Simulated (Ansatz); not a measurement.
**C3H10O2Si: molecular dynamics**

Purpose: to follow the molecule's vibrations and see whether its bonds hold. The start is relaxed first. Runs: 300 steps of 1 fs at constant energy, with velocities drawn for 700 K. SMILES of the start: CO[Si](C)(C)O.

Program: Ansatz 0.2.0. Level of theory: RKS B3LYP/6-31G. These are calculated values, not measurements.

## 1. The system as given

Bond lengths (14 of 15 bonds, heavy atoms first): Si1–O2 1.680 Å, O2–C3 1.420 Å, Si1–C7 1.870 Å, Si1–C11 1.869 Å, Si1–O15 1.679 Å, C3–H4 1.110 Å, C3–H5 1.110 Å, C3–H6 1.110 Å, C7–H8 1.110 Å, C7–H9 1.110 Å, C7–H10 1.110 Å, C11–H12 1.110 Å, C11–H13 1.110 Å, C11–H14 1.110 Å. Angles (14 of 26 angles, heavy atoms first): Si1–O2–C3 125.0°, O2–Si1–C7 109.4°, O2–Si1–C11 109.5°, O2–Si1–O15 109.5°, C7–Si1–C11 109.5°, C7–Si1–O15 109.5°, C11–Si1–O15 109.5°, O2–C3–H4 109.5°, O2–C3–H5 109.5°, O2–C3–H6 109.5°, Si1–C7–H8 109.5°, Si1–C7–H9 109.5°, Si1–C7–H10 109.5°, Si1–C11–H12 109.5°.

As a file:

```xyz
16

Si    0.0000    0.0000    0.0000
O     0.0000    0.0000    1.6800
C    -1.1112   -0.3437    2.4945
H    -1.8140   -0.9775    1.9143
H    -0.7584   -0.9037    3.3856
H    -1.6313    0.5809    2.8212
C     1.7634    0.0000   -0.6227
H     2.1111   -1.0463   -0.7509
H     1.8119    0.5276   -1.5981
H     2.4154    0.5187    0.1108
C    -0.8808    1.5259   -0.6227
H    -1.9334    1.2723   -0.8671
H    -0.8624    2.3106    0.1622
H    -0.3704    1.9025   -1.5336
O    -0.7913   -1.3709   -0.5594
H    -1.2459   -1.8365    0.2129
```

## 2. Relaxing the start

input.yaml reads:

```yaml
crystal:
  periodic: [false, false, false]
  atoms:
    - { symbol: Si, position_ang: [0.0, 0.0, 0.0] }
    - { symbol: O, position_ang: [0.0, 0.0, 1.68] }
    - { symbol: C, position_ang: [-1.1112, -0.3437, 2.4945] }
    - { symbol: H, position_ang: [-1.814, -0.9775, 1.9143] }
    - { symbol: H, position_ang: [-0.7584, -0.9037, 3.3856] }
    - { symbol: H, position_ang: [-1.6313, 0.5809, 2.8212] }
    - { symbol: C, position_ang: [1.7634, 0.0, -0.6227] }
    - { symbol: H, position_ang: [2.1111, -1.0463, -0.7509] }
    - { symbol: H, position_ang: [1.8119, 0.5276, -1.5981] }
    - { symbol: H, position_ang: [2.4154, 0.5187, 0.1108] }
    - { symbol: C, position_ang: [-0.8808, 1.5259, -0.6227] }
    - { symbol: H, position_ang: [-1.9334, 1.2723, -0.8671] }
    - { symbol: H, position_ang: [-0.8624, 2.3106, 0.1622] }
    - { symbol: H, position_ang: [-0.3704, 1.9025, -1.5336] }
    - { symbol: O, position_ang: [-0.7913, -1.3709, -0.5594] }
    - { symbol: H, position_ang: [-1.2459, -1.8365, 0.2129] }
basis:
  gaussian: { orbitals: "6-31G" }
hamiltonian:
  xc: b3lyp
relax:
  f_tol: 0.02
  max_steps: 40
output:
  orbitals: {}
```

The run is started by

```bash
$ ansatz run input.yaml --threads 1 --pin off --max-ram 2048MiB --backend cpu --events-out ev --progress --plain --runs-dir out
```

Output, cut to the lines that bear on the results:

```text
Warning: RAYON_NUM_THREADS=1 ignored (pool sized by the plan → 1); use --threads N
[...]
Functional definition: B3LYP
[...]
1088 factors; integrals over basis functions are off by at most 1.6e-4 eV
[...]
mean field -15244.89947985 eV, -560.2397225206 hartree, gradient 3.6e-5 eV, S^2 0.000000; 0 other end points of the search recorded, 0 dependent functions left out
[...]
reference -15244.89971912 eV, -560.2397313134 hartree; 29, 29 occupied and 49, 49 virtual orbitals, 1088 factors
relax step   1: F+E_penalty+E_count = -15244.89947985 eV  Δ(F+E_penalty+E_count) = +0.000e0 eV  max|allowed force component| = 2.136e0 eV/Å  Δτ_max = 0.0000 Å  (28 SCF iters, accepted)
[...]
relax step   3: F+E_penalty+E_count = -15245.31912000 eV  Δ(F+E_penalty+E_count) = -9.835e-2 eV  max|allowed force component| = 3.443e-1 eV/Å  Δτ_max = 0.1942 Å  (30 SCF iters, accepted)
[...]
relax step   5: F+E_penalty+E_count = -15245.40670071 eV  Δ(F+E_penalty+E_count) = -4.474e-2 eV  max|allowed force component| = 7.940e-1 eV/Å  Δτ_max = 0.1922 Å  (30 SCF iters, accepted)
[...]
relax step   7: F+E_penalty+E_count = -15245.48776677 eV  Δ(F+E_penalty+E_count) = -2.256e-2 eV  max|allowed force component| = 9.489e-2 eV/Å  Δτ_max = 0.2000 Å  (29 SCF iters, accepted)
[...]
relax step   8: F+E_penalty+E_count = -15245.47879727 eV  Δ(F+E_penalty+E_count) = +8.969e-3 eV  max|allowed force component| = 3.774e-1 eV/Å  Δτ_max = 0.1538 Å  (28 SCF iters, rejected (line search))
[...]
relax step   9: F+E_penalty+E_count = -15245.49265938 eV  Δ(F+E_penalty+E_count) = -4.893e-3 eV  max|allowed force component| = 3.009e-2 eV/Å  Δτ_max = 0.0769 Å  (30 SCF iters, accepted)
[...]
```

## 3. The output, continued: start relaxed

Output, continued, cut to the lines that bear on the results:

```text
1088 factors; integrals over basis functions are off by at most 1.7e-4 eV
mean field -15245.47651335 eV, -560.2609281106 hartree, gradient 1.7e-5 eV, S^2 0.000000; 0 other end points of the search recorded, 0 dependent functions left out
[...]
reference -15245.47675320 eV, -560.2609369250 hartree; 29, 29 occupied and 49, 49 virtual orbitals, 1088 factors
relax step  10: F+E_penalty+E_count = -15245.47651335 eV  Δ(F+E_penalty+E_count) = +1.615e-2 eV  max|allowed force component| = 4.272e-1 eV/Å  Δτ_max = 0.1000 Å  (29 SCF iters, rejected (line search))
[...]
relax step  14: F+E_penalty+E_count = -15245.49503902 eV  Δ(F+E_penalty+E_count) = -1.398e-4 eV  max|allowed force component| = 1.241e-2 eV/Å  Δτ_max = 0.0133 Å  (24 SCF iters, accepted)
[...]
Atom 6 at     1.781975    -0.064607    -0.540936 Å, force    -0.001083    -0.001768     0.000051 eV/Å
Atom 7 at     2.243148    -1.009884    -0.238307 Å, force     0.001758    -0.000391    -0.000543 eV/Å
Atom 8 at     1.895580     0.050225    -1.623749 Å, force    -0.000349     0.000092     0.000449 eV/Å
Atom 9 at     2.325241     0.745783    -0.044167 Å, force    -0.001670    -0.000116     0.000690 eV/Å
Atom 10 at    -0.935227     1.591016    -0.479416 Å, force    -0.001719     0.000820     0.001316 eV/Å
Atom 11 at    -1.982923     1.554817    -0.165822 Å, force     0.000709     0.000578    -0.000574 eV/Å
Atom 12 at    -0.455029     2.449049     0.002224 Å, force    -0.000079    -0.000150    -0.000644 eV/Å
Atom 13 at    -0.917198     1.743711    -1.563239 Å, force     0.000272     0.000426    -0.000901 eV/Å
Atom 14 at    -0.977501    -1.234415    -0.849114 Å, force     0.004881    -0.006941     0.002254 eV/Å
Atom 15 at    -0.746382    -2.177400    -0.826075 Å, force    -0.002859     0.006936    -0.001295 eV/Å
Dipole moment:     0.031681     0.015579     0.025265 e Å
```

Run time: 100 s. Hardware: 1 thread of Arm Neoverse V1, shared host; peak memory 0.19 GiB.

Step by step:

```csv
step,energy from step 1 (eV),largest force component (eV/Å)
1,0.0000,2.1357
2,-0.3213,1.0268
3,-0.4196,0.3443
4,-0.4625,0.4621
5,-0.5072,0.7940
6,-0.5657,0.1555
7,-0.5883,0.0949
8x,-0.5793,0.3774
9,-0.5932,0.0301
10x,-0.5770,0.4272
11,-0.5948,0.0085
12,-0.5952,0.0801
13,-0.5954,0.0482
14,-0.5956,0.0124
15,-0.5956,0.0069
```

Step 1 is the start. 2 steps were tried and not accepted (8, 10; marked x where the table lists them).

After: Bond lengths (14 of 15 bonds, heavy atoms first): Si1–O2 1.731 Å, O2–C3 1.447 Å, Si1–C7 1.891 Å, Si1–C11 1.891 Å, Si1–O15 1.732 Å, C3–H4 1.097 Å, C3–H5 1.092 Å, C3–H6 1.098 Å, C7–H8 1.094 Å, C7–H9 1.095 Å, C7–H10 1.095 Å, C11–H12 1.094 Å, C11–H13 1.095 Å, C11–H14 1.095 Å. Angles (14 of 26 angles, heavy atoms first): Si1–O2–C3 126.2°, O2–Si1–C7 103.8°, O2–Si1–C11 112.3°, O2–Si1–O15 110.4°, C7–Si1–C11 114.6°, C7–Si1–O15 112.4°, C11–Si1–O15 103.6°, O2–C3–H4 111.4°, O2–C3–H5 107.2°, O2–C3–H6 111.5°, Si1–C7–H8 110.8°, Si1–C7–H9 110.9°, Si1–C7–H10 110.0°, Si1–C11–H12 111.0°.

## 4. Dynamics

300 steps of 1 fs at constant energy, with velocities drawn for 700 K, from the relaxed start.

input.yaml reads:

```yaml
crystal:
  periodic: [false, false, false]
  atoms:
    - { symbol: Si, position_ang: [-0.042536, -0.018541, -0.044178] }
    - { symbol: O, position_ang: [-0.013162, -0.312491, 1.661421] }
    - { symbol: C, position_ang: [-1.153913, -0.291708, 2.552177] }
    - { symbol: H, position_ang: [-1.87692, -1.075435, 2.293916] }
    - { symbol: H, position_ang: [-0.778632, -0.471029, 3.562001] }
    - { symbol: H, position_ang: [-1.663819, 0.680809, 2.530265] }
    - { symbol: C, position_ang: [1.781975, -0.064607, -0.540936] }
    - { symbol: H, position_ang: [2.243148, -1.009884, -0.238307] }
    - { symbol: H, position_ang: [1.89558, 0.050225, -1.623749] }
    - { symbol: H, position_ang: [2.325241, 0.745783, -0.044167] }
    - { symbol: C, position_ang: [-0.935227, 1.591016, -0.479416] }
    - { symbol: H, position_ang: [-1.982923, 1.554817, -0.165822] }
    - { symbol: H, position_ang: [-0.455029, 2.449049, 0.002224] }
    - { symbol: H, position_ang: [-0.917198, 1.743711, -1.563239] }
    - { symbol: O, position_ang: [-0.977501, -1.234415, -0.849114] }
    - { symbol: H, position_ang: [-0.746382, -2.1774, -0.826075] }
basis:
  gaussian: { orbitals: "6-31G" }
hamiltonian:
  xc: b3lyp
md:
  timestep: 1.0
  n_steps: 300
  ensemble: nve
  temperature: 700.0
  initial_velocities: maxwell_boltzmann
  seed: 644606
```

The run is started by

```bash
$ ansatz run input.yaml --threads 1 --pin off --max-ram 2048MiB --backend cpu --events-out ev --progress --plain --runs-dir out
```

Output, cut to the lines that bear on the results:

```text
Warning: RAYON_NUM_THREADS=1 ignored (pool sized by the plan → 1); use --threads N
[...]
Functional definition: B3LYP
[...]
1085 factors; integrals over basis functions are off by at most 1.7e-4 eV
[...]
mean field -15245.49512614 eV, -560.2616121179 hartree, gradient 5.6e-5 eV, S^2 0.000000; 0 other end points of the search recorded, 0 dependent functions left out
[...]
reference -15245.49536834 eV, -560.2616210186 hartree; 29, 29 occupied and 49, 49 virtual orbitals, 1085 factors
md step     0: t =     0.00 fs  T =   700.0 K  F+E_penalty+E_count = -15245.49512614 eV  E_kin = 1.266748 eV  conserved = -15244.22837815 eV  (26 SCF iters)
[...]
md step    20: t =    20.00 fs  T =   382.4 K  F+E_penalty+E_count = -15244.90202283 eV  E_kin = 0.692045 eV  conserved = -15244.20997807 eV  (30 SCF iters)
[...]
md step    40: t =    40.00 fs  T =   206.7 K  F+E_penalty+E_count = -15244.56985605 eV  E_kin = 0.374002 eV  conserved = -15244.19585401 eV  (30 SCF iters)
[...]
md step    60: t =    60.00 fs  T =   319.0 K  F+E_penalty+E_count = -15244.78184066 eV  E_kin = 0.577305 eV  conserved = -15244.20453558 eV  (29 SCF iters)
[...]
md step    78: t =    78.00 fs  T =   397.7 K  F+E_penalty+E_count = -15244.93284569 eV  E_kin = 0.719759 eV  conserved = -15244.21308694 eV  (30 SCF iters)
md step    79: t =    79.00 fs  T =   384.7 K  F+E_penalty+E_count = -15244.90999884 eV  E_kin = 0.696202 eV  conserved = -15244.21379728 eV  (29 SCF iters)
```

## 5. More of the same log: dynamics from the start

The log, continued, cut to the lines that bear on the results:

```text
md step    80: t =    80.00 fs  T =   311.2 K  F+E_penalty+E_count = -15244.76366358 eV  E_kin = 0.563208 eV  conserved = -15244.20045585 eV  (29 SCF iters)
[...]
md step   106: t =   106.00 fs  T =   305.3 K  F+E_penalty+E_count = -15244.76354781 eV  E_kin = 0.552558 eV  conserved = -15244.21098956 eV  (30 SCF iters)
[...]
md step   132: t =   132.00 fs  T =   442.7 K  F+E_penalty+E_count = -15245.02235628 eV  E_kin = 0.801043 eV  conserved = -15244.22131305 eV  (30 SCF iters)
[...]
md step   158: t =   158.00 fs  T =   408.3 K  F+E_penalty+E_count = -15244.95302632 eV  E_kin = 0.738910 eV  conserved = -15244.21411605 eV  (30 SCF iters)
[...]
md step   184: t =   184.00 fs  T =   409.4 K  F+E_penalty+E_count = -15244.96084746 eV  E_kin = 0.740896 eV  conserved = -15244.21995101 eV  (30 SCF iters)
md step   185: t =   185.00 fs  T =   369.6 K  F+E_penalty+E_count = -15244.88107767 eV  E_kin = 0.668859 eV  conserved = -15244.21221842 eV  (29 SCF iters)
```

## 6. The output, continued: dynamics from the start

The log, continued, cut to the lines that bear on the results:

```text
md step   186: t =   186.00 fs  T =   305.4 K  F+E_penalty+E_count = -15244.74481719 eV  E_kin = 0.552633 eV  conserved = -15244.19218466 eV  (30 SCF iters)
[...]
md step   206: t =   206.00 fs  T =   353.0 K  F+E_penalty+E_count = -15244.85132500 eV  E_kin = 0.638761 eV  conserved = -15244.21256448 eV  (30 SCF iters)
[...]
md step   226: t =   226.00 fs  T =   418.1 K  F+E_penalty+E_count = -15244.96689140 eV  E_kin = 0.756676 eV  conserved = -15244.21021554 eV  (28 SCF iters)
[...]
md step   246: t =   246.00 fs  T =   304.1 K  F+E_penalty+E_count = -15244.75447119 eV  E_kin = 0.550277 eV  conserved = -15244.20419406 eV  (30 SCF iters)
[...]
md step   299: t =   299.00 fs  T =   357.4 K  F+E_penalty+E_count = -15244.85229604 eV  E_kin = 0.646848 eV  conserved = -15244.20544850 eV  (29 SCF iters)
[...]
Atom 6 at     1.748249    -0.211834    -0.541671 Å, force     0.606987     0.809172    -1.658468 eV/Å
Atom 7 at     2.178281     0.584291    -1.251667 Å, force    -0.520859    -1.235863     1.000151 eV/Å
Atom 8 at     2.336924    -0.286283     0.356509 Å, force     0.492402     0.157204     0.421713 eV/Å
Atom 9 at     1.760401    -1.206175    -1.031868 Å, force     0.265534     0.506797    -0.032830 eV/Å
Atom 10 at    -1.007688     1.696741    -0.347964 Å, force    -0.667343    -1.085259    -0.510759 eV/Å
Atom 11 at    -1.851888     1.767437     0.352594 Å, force     0.269484     0.004299     0.157080 eV/Å
Atom 12 at    -0.336812     2.527206    -0.188893 Å, force     0.164221     0.501274    -0.075521 eV/Å
Atom 13 at    -1.497355     1.727267    -1.348787 Å, force     0.701221     0.022208     0.405367 eV/Å
Atom 14 at    -0.911548    -1.245194    -0.804509 Å, force    -1.410799     4.115283     0.837055 eV/Å
Atom 15 at    -0.609523    -2.086934    -0.969430 Å, force     1.273557    -3.333010    -0.564567 eV/Å
Dipole moment:     0.041814     0.042768    -0.098364 e Å
```

Run time: 31 min. Hardware: 1 thread of Arm Neoverse V1, shared host; peak memory 0.19 GiB.

## 7. Frames and traces

One step in 12; energies are changes from step 0:

```csv
time (fs),T (K),potential energy change (meV/atom),total energy change (meV/atom)
0.0,700,0.0,0.00
12.0,461,27.9,0.86
24.0,276,50.1,2.16
36.0,232,54.8,1.90
48.0,362,39.2,1.06
60.0,319,44.6,1.49
72.0,299,47.4,2.02
84.0,350,40.8,1.17
96.0,317,44.6,1.30
108.0,261,51.5,1.88
120.0,322,44.0,1.24
132.0,443,29.5,0.44
144.0,419,32.9,1.13
156.0,349,41.4,1.72
168.0,389,36.8,1.64
180.0,362,39.5,1.22
192.0,298,47.1,1.63
204.0,355,40.4,1.41
216.0,378,37.3,0.90
228.0,387,36.5,1.12
240.0,255,52.1,1.83
252.0,261,51.3,1.66
264.0,324,43.6,1.03
276.0,360,39.6,1.13
288.0,328,43.7,1.67
300.0,361,40.2,1.77
```

time (fs), T (K) and a bar:
```
      0.0        700 ##############################
     13.0        358 #######
     26.0        319 #####
     39.0        246 
     52.0        363 ########
     65.0        378 #########
     78.0        398 ##########
     91.0        343 ######
    104.0        315 #####
    117.0        331 ######
    130.0        302 ####
    143.0        436 #############
    157.0        397 ##########
    170.0        368 ########
    183.0        358 #######
    196.0        267 #
    209.0        374 ########
    222.0        360 ########
    235.0        309 ####
    248.0        366 ########
    261.0        256 #
    274.0        301 ####
    287.0        312 ####
    300.0        361 ########
```

Maxima of the velocity power spectrum (cm⁻¹, relative height; resolution about 220 cm⁻¹): 190 (86), 750 (36), 1170 (27), 1500 (65), 3110 (100), 3810 (35).

## 8. Positions and forces

Extended XYZ, with forces in eV/Å:

```xyz
16
time_fs=50.0 T=258 dE=0.8303
Si   -0.007   -0.069   -0.052    0.490    0.461    0.430
O    -0.002   -0.482    1.667    0.296    0.888   -1.097
C    -1.232   -0.175    2.409   -0.103   -0.870   -2.065
H    -2.042   -0.787    1.920    0.127    0.969    0.662
H    -0.979   -0.603    3.320   -0.223   -0.418    2.257
H    -1.433    0.903    2.459   -0.176   -0.289    0.050
C     1.853    0.111   -0.560    0.164   -0.705    0.378
H     2.517   -0.400    0.218   -0.727    1.145   -0.895
H     2.066   -0.372   -1.509   -0.090   -0.502   -0.305
H     2.072    1.177   -0.794    0.043   -0.475    0.883
C    -0.905    1.580   -0.412    0.101    0.365    3.915
H    -1.773    1.681    0.314    0.646   -0.313   -0.748
H    -0.262    2.450   -0.103   -0.336   -0.652   -0.952
H    -1.337    1.604   -1.356   -0.421    0.381   -2.115
O    -1.046   -1.246   -0.774   -0.330   -2.700    0.349
H    -1.149   -2.238   -0.470    0.541    2.715   -0.747
16
time_fs=100.0 T=427 dE=0.5025
Si   -0.074   -0.033   -0.053   -0.052    0.604    1.381
O    -0.054   -0.298    1.710   -0.448    0.127   -0.926
C    -1.196   -0.253    2.625    0.127    1.488    0.388
H    -2.166   -0.467    2.156    0.151   -0.134   -0.143
H    -0.985   -1.008    3.387   -0.156    0.194    0.127
H    -1.297    0.802    3.106    0.336   -1.661   -0.635
C     1.741   -0.131   -0.599    0.071    1.018    0.608
H     2.490   -0.250    0.197   -0.375   -0.008   -0.019
H     1.808   -0.946   -1.282    0.297   -0.852   -0.624
H     1.980    0.775   -1.154    0.206    0.219   -0.128
C    -0.960    1.673   -0.401    0.418   -0.187   -0.917
H    -1.953    1.838    0.054    0.518   -0.237    0.219
H    -0.210    2.415   -0.026   -0.787   -0.177   -0.320
H    -1.135    1.817   -1.513    0.485   -0.134    1.088
O    -0.810   -1.295   -0.930   -0.773   -0.220   -0.256
H    -0.335   -2.023   -1.357   -0.016   -0.040    0.160
16
time_fs=150.0 T=277 dE=0.7967
Si   -0.023   -0.047   -0.083   -0.411    1.558   -0.269
O    -0.065   -0.222    1.634   -0.178   -0.915    0.416
C    -1.074   -0.353    2.666    0.297   -1.235    0.069
H    -2.097   -0.356    2.317   -0.450   -0.266   -0.570
H    -0.948   -1.213    3.396    0.296    0.390   -1.317
H    -0.979    0.493    3.267    0.188    1.803    1.210
C     1.845   -0.139   -0.422   -0.228   -0.782    0.076
H     2.262    0.334    0.445    0.528   -0.108    1.017
H     2.202   -1.209   -0.502   -0.199    1.263   -0.065
H     2.198    0.514   -1.212   -0.163   -0.349   -0.808
C    -1.034    1.569   -0.524    2.309   -0.763   -1.947
H    -2.024    1.254   -0.384   -1.787   -0.199   -0.131
H    -0.807    2.370    0.099    0.408    1.442    1.763
H    -0.841    2.019   -1.544   -0.427   -1.095    0.682
O    -0.984   -1.135   -0.959   -0.103    2.224   -0.145
H    -1.052   -2.050   -0.951   -0.081   -2.969    0.018
16
time_fs=200.0 T=371 dE=0.6150
Si   -0.080    0.015   -0.055    0.324    0.591    0.597
O     0.038   -0.473    1.609   -0.615    0.348    0.721
C    -1.060   -0.405    2.550   -1.536    0.675    0.181
H    -2.072   -0.246    2.007    1.376    0.043    0.875
H    -1.194   -1.340    3.120    0.443    0.069   -0.312
H    -0.884    0.416    3.312   -0.244   -0.668   -0.907
C     1.745   -0.013   -0.375    1.329   -0.594   -0.368
H     2.048    1.015   -0.174    0.463    0.175    0.012
H     2.290   -0.689    0.360   -0.742    0.723   -1.006
H     2.032   -0.252   -1.429   -0.119    0.084    0.759
C    -0.901    1.687   -0.660   -0.003    0.039    0.157
H    -1.988    1.476   -0.773    0.624    0.292   -0.174
H    -0.782    2.628   -0.046    0.067   -1.187   -0.329
H    -0.425    1.892   -1.657   -0.576   -0.174    0.614
O    -1.035   -1.173   -0.770   -0.751   -2.662   -0.773
H    -0.940   -2.185   -0.696   -0.040    2.248   -0.044
16
time_fs=250.0 T=255 dE=0.8314
Si    0.018   -0.070   -0.022   -1.942    1.672    0.280
O    -0.158   -0.223    1.681    1.252    0.343   -0.206
C    -1.233   -0.446    2.613    1.222    1.395   -0.182
H    -2.161   -0.306    2.143   -1.684    0.212   -0.686
H    -1.104   -1.448    2.866   -0.256   -1.831    1.208
H    -1.175    0.242    3.484    0.291   -0.431   -0.459
C     1.751    0.022   -0.699   -0.362    0.288    0.329
H     1.918    1.062   -0.982   -0.129   -0.082   -0.731
H     2.494   -0.142    0.026    1.154   -0.680    1.204
H     1.840   -0.716   -1.480    0.312    0.061   -0.685
C    -0.784    1.632   -0.466   -0.915   -0.384    3.901
H    -1.871    1.732   -0.178    0.893   -0.472   -0.038
H    -0.257    2.370    0.213   -0.311   -0.373   -1.159
H    -0.772    1.837   -1.473    0.607    0.819   -2.552
O    -0.971   -1.210   -0.832    0.023   -2.106   -0.361
H    -0.828   -2.204   -0.886   -0.155    1.568    0.138
16
time_fs=300.0 T=361 dE=0.6425
Si   -0.028    0.059   -0.039   -0.774   -0.390   -0.568
O     0.046   -0.218    1.665   -0.196    0.216    0.008
C    -1.206   -0.453    2.372    0.231   -1.278    0.558
H    -2.078   -0.059    1.773    0.498   -0.661    0.831
H    -1.230   -1.608    2.550   -0.618    2.028   -0.225
H    -1.120    0.071    3.353   -0.316   -0.377   -0.584
C     1.748   -0.212   -0.542    0.607    0.809   -1.659
H     2.178    0.584   -1.252   -0.521   -1.236    1.000
H     2.337   -0.286    0.356    0.492    0.157    0.422
H     1.760   -1.206   -1.032    0.266    0.507   -0.033
C    -1.008    1.697   -0.348   -0.667   -1.085   -0.511
H    -1.852    1.767    0.353    0.270    0.004    0.157
H    -0.337    2.527   -0.189    0.164    0.501   -0.075
H    -1.497    1.727   -1.349    0.701    0.022    0.405
O    -0.911   -1.245   -0.804   -1.411    4.115    0.837
H    -0.610   -2.087   -0.969    1.274   -3.333   -0.565
```

## 9. Outcome

```
                          quantity                          value
           relaxation of the start       12 moves, 0.596 eV lower
                            length              300 steps of 1 fs
  temperature, first and last step                  700 and 361 K
          temperature, second half  mean 341 K, from 200 to 469 K
     potential energy, second half    +42 meV/atom from the start
largest change of the total energy                  2.73 meV/atom
            bonds formed or broken                              0
```

**Reading.** The temperature starts at 700 K and averages 341 K in the second half, where it ranges from 200 to 469 K; a mean near half the start is what vibrations about a minimum give, since they share energy equally between motion and strain. The total energy strays from its start by at most 2.73 meV/atom, 7.0 % of the mean kinetic energy, which is poor: the step of 1 fs is too long for the fastest motion. The bonding pattern survives the run. A run of 300 fs with 16 atoms shows the motion but fixes no equilibrium value. The nuclei move classically, without zero-point motion, which matters most for hydrogen. In so small a basis the energies are only a sketch.
